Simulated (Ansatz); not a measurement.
# CuN (triplet): from Hartree-Fock to the top rungs, def2-TZVPP

An exercise on one series of results from a longer session: the logs are not shown, and one member is left open.

Program: Ansatz 0.2.0, Gaussian basis. Level of theory: def2-TZVPP, core rule «outside noble gas», up to 10 orbitals frozen. These are calculated values, not measurements.

The runs, in order: UHF; ROHF; CCSD(T) on UHF.

2 further runs of the same task are left out: 2 set aside as unsound or not needed.

## What is computed

The geometry is a PBE0/def2-TZVP stationary point (not a proven minimum) of the parent state, kept for this charge and spin.

2 atoms, charge 0, spin multiplicity 3.

Atoms are counted from 1 here; the program's logs count them from 0.

Bond lengths: Cu1–N2 1.739 Å.

The first run:

File in.yaml:

```yaml
crystal:
  periodic: [false, false, false]
  atoms:
    - {symbol: Cu, position_ang: [0.000000, 0.000000, 0.000000]}
    - {symbol: N, position_ang: [0.000000, 0.000000, 1.738600]}
basis:
  gaussian: {orbitals: def2-TZVPP}
magnetization: {spin_polarized: true, initial_magnetization: 2}
hamiltonian: {xc: hf}
output: {orbitals: {seedname: orbitals}}
```

Command:

```bash
> ansatz run in.yaml --threads 1 --pin off --events-out ev --progress --plain --max-ram 4096MiB --backend cpu
```

Steps of the session up to this table: UHF; ROHF; CCSD(T) on UHF.

One table of the session follows, with a row left open; its other results are not shown here.

| method | from UCCSD(T) (kcal/mol) |
| --- | --- |
| ROHF | ? |
| UHF | +392.55 |
| UMP2 | -15.35 |
| UCCSD | +18.33 |
| UCCSD(T) | 0 |

**Question.** Estimate the row for ROHF.

As computed: from UCCSD(T) (kcal/mol): +398.53. In the column «from UCCSD(T) (kcal/mol)» it is the highest.
